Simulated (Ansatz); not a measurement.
Molecular dynamics of KTaO3

The input (input.yaml):

```yaml
accuracy: low
crystal:
  lattice:
    - [8.12124, 0.0, 0.0]
    - [0.0, 8.12124, 0.0]
    - [0.0, 0.0, 8.12124]
  atoms:
    - { symbol: K, position: [-0.05748477, -0.04051747, 0.01500723] }
    - { symbol: Ta, position: [0.24751588, 0.25390884, 0.24047981] }
    - { symbol: O, position: [0.21759096, 0.23442615, 0.00812354] }
    - { symbol: O, position: [-0.01435527, 0.25915632, 0.25397062] }
    - { symbol: O, position: [0.18593168, -0.01333805, 0.25643767] }
    - { symbol: K, position: [-0.01517884, -0.04342045, 0.52701165] }
    - { symbol: Ta, position: [0.24816355, 0.25371461, 0.73453342] }
    - { symbol: O, position: [0.25687749, 0.23073476, 0.50689364] }
    - { symbol: O, position: [-0.01596384, 0.25094403, 0.7049849] }
    - { symbol: O, position: [0.21896915, 0.00494784, 0.77116314] }
    - { symbol: K, position: [0.06655328, 0.49184275, 0.00392382] }
    - { symbol: Ta, position: [0.24012951, 0.75661603, 0.26087554] }
    - { symbol: O, position: [0.29461191, 0.7163416, -0.00658401] }
    - { symbol: O, position: [-0.0153406, 0.69869888, 0.22744474] }
    - { symbol: O, position: [0.25269104, 0.46849344, 0.28009247] }
    - { symbol: K, position: [0.00105968, 0.5254089, 0.485582] }
    - { symbol: Ta, position: [0.27477393, 0.79233223, 0.76132159] }
    - { symbol: O, position: [0.21124659, 0.75518913, 0.50173302] }
    - { symbol: O, position: [0.0021586, 0.69570366, 0.76525217] }
    - { symbol: O, position: [0.2921994, 0.4845758, 0.77771635] }
    - { symbol: K, position: [0.50139476, 0.0049329, 0.05887019] }
    - { symbol: Ta, position: [0.76574033, 0.27047355, 0.27022451] }
    - { symbol: O, position: [0.74296358, 0.25925899, -0.04016131] }
    - { symbol: O, position: [0.46539874, 0.2029032, 0.24838008] }
    - { symbol: O, position: [0.7481902, -0.01525978, 0.21972954] }
    - { symbol: K, position: [0.48908887, 0.01144364, 0.51806197] }
    - { symbol: Ta, position: [0.76651811, 0.23289709, 0.74456756] }
    - { symbol: O, position: [0.69917396, 0.24593944, 0.47934339] }
    - { symbol: O, position: [0.48813554, 0.21913058, 0.77648272] }
    - { symbol: O, position: [0.76459638, -0.006248, 0.71533221] }
    - { symbol: K, position: [0.48545965, 0.47438492, -0.02379379] }
    - { symbol: Ta, position: [0.74481147, 0.7488804, 0.23760385] }
    - { symbol: O, position: [0.68482359, 0.70645962, -0.0295276] }
    - { symbol: O, position: [0.4756412, 0.72471168, 0.20898444] }
    - { symbol: O, position: [0.73877449, 0.49574293, 0.24864593] }
    - { symbol: K, position: [0.47930366, 0.52779576, 0.48015367] }
    - { symbol: Ta, position: [0.75749147, 0.72790503, 0.75426333] }
    - { symbol: O, position: [0.68818555, 0.76135576, 0.46501276] }
    - { symbol: O, position: [0.50410355, 0.82508277, 0.75347201] }
    - { symbol: O, position: [0.72452709, 0.49727753, 0.70491356] }
basis:
  ecutwfc: 500.0
kpoints:
  mp_grid: { grid: [1, 1, 1] }
hamiltonian:
  xc: r2scan
scf:
  occupations: { method: fermi_dirac, width: 0.05 }
  lower_state_search: "off"
md:
  timestep: 1
  n_steps: 390
  ensemble: nvt_langevin
  temperature: 1950.0
  initial_velocities: maxwell_boltzmann
  seed: 283745
  friction: 0.02
```

Run as:

```bash
$ ansatz run input.yaml --threads 4 --pin off --max-ram 10240MiB --backend cpu --events-out ev --progress --plain --runs-dir out
```

It goes on from the last frame of an earlier run, with new velocities.

Output, in part (step lines):

```
md step     0: t =     0.00 fs  T =  1901.3 K  F+E_penalty+E_count = -105581.16058417 eV  E_kin = 9.830223 eV  (10 SCF iters)
md step     1: t =     1.00 fs  T =  1855.1 K  F+E_penalty+E_count = -105580.97918110 eV  E_kin = 9.591368 eV  (9 SCF iters)
md step     2: t =     2.00 fs  T =  1693.9 K  F+E_penalty+E_count = -105580.80388191 eV  E_kin = 8.758369 eV  (9 SCF iters)
md step     3: t =     3.00 fs  T =  1708.0 K  F+E_penalty+E_count = -105580.63092658 eV  E_kin = 8.831117 eV  (9 SCF iters)
md step     4: t =     4.00 fs  T =  1653.1 K  F+E_penalty+E_count = -105580.47633066 eV  E_kin = 8.547363 eV  (9 SCF iters)
md step     5: t =     5.00 fs  T =  1670.5 K  F+E_penalty+E_count = -105580.33174919 eV  E_kin = 8.637172 eV  (7 SCF iters)
md step     6: t =     6.00 fs  T =  1659.6 K  F+E_penalty+E_count = -105580.18656522 eV  E_kin = 8.580821 eV  (7 SCF iters)
md step     7: t =     7.00 fs  T =  1568.2 K  F+E_penalty+E_count = -105580.06140063 eV  E_kin = 8.107978 eV  (7 SCF iters)
[... lines left out ...]
```

The steps, from the saved trajectory:

```
time (fs)  T (K)  potential energy less start (eV)
        0   1901                             0.000
       13   1827                             0.461
       26   2379                            -1.712
       39   2292                            -1.194
       52   1713                             0.634
       65   1854                             0.299
       78   1975                            -0.424
       91   2604                            -1.414
      104   1656                             0.255
      117   2314                            -0.261
      130   1861                            -0.064
      143   1950                            -1.741
      156   1783                            -1.208
      169   1749                            -0.485
      182   1640                             0.882
      195   1767                             1.273
      208   2059                            -1.100
      221   1757                            -0.171
      234   1707                            -0.926
      247   1432                             0.641
      260   2048                            -0.002
      273   2220                            -1.978
      286   1931                            -0.105
      299   1770                            -0.688
      312   2002                            -2.187
      325   1865                            -1.267
      338   2097                            -1.729
      351   1972                            -1.289
      364   1593                            -0.193
      377   2000                            -2.371
      390   1642                             0.110
```

All steps were run. A run of 0.39 ps of so small a system gives no equilibrium averages. Limits of this set-up: coarse k mesh, low accuracy level.

Mean squared displacements from the first frame to the last, about the centre of mass: K 0.17 Å², Ta 0.08 Å², O 0.21 Å².

Last frame:

```xyz
40
Lattice="8.1212 0.0000 0.0000 0.0000 8.1212 0.0000 0.0000 0.0000 8.1212" Properties=species:S:1:pos:R:3
K 0.156 -0.126 -0.001
Ta 2.139 1.955 2.141
O 2.331 2.111 -0.012
O 0.168 1.934 1.631
O 1.976 0.288 1.997
K 0.377 -0.064 4.330
Ta 2.337 2.256 6.179
O 2.484 1.944 4.249
O 0.172 1.589 6.127
O 2.253 -0.141 6.666
K 0.463 3.719 -0.066
Ta 2.375 5.944 1.951
O 2.306 5.799 0.132
O 0.458 5.964 1.926
O 2.120 4.144 2.077
K 0.177 4.048 4.095
Ta 2.412 6.272 5.945
O 2.055 5.920 3.982
O 0.332 6.119 5.956
O 2.095 4.003 6.021
K 4.269 -0.261 0.108
Ta 6.357 1.843 2.290
O 6.247 1.877 -0.158
O 4.301 2.000 2.087
O 6.373 -0.049 1.843
K 4.141 0.159 4.270
Ta 6.451 1.916 6.274
O 6.475 1.785 4.076
O 4.424 1.629 6.105
O 6.414 -0.144 5.863
K 4.397 4.376 0.135
Ta 6.469 5.861 2.186
O 6.444 5.839 -0.036
O 4.373 6.058 1.817
O 6.279 3.986 1.724
K 4.061 4.089 4.075
Ta 6.368 6.051 6.103
O 6.215 5.839 4.026
O 4.281 5.773 6.040
O 6.037 3.832 5.883
```

Run time: 35 min on 4 threads of AMD EPYC 7R13 Processor (Zen 3) (shared host), peak memory 1.2 GiB.
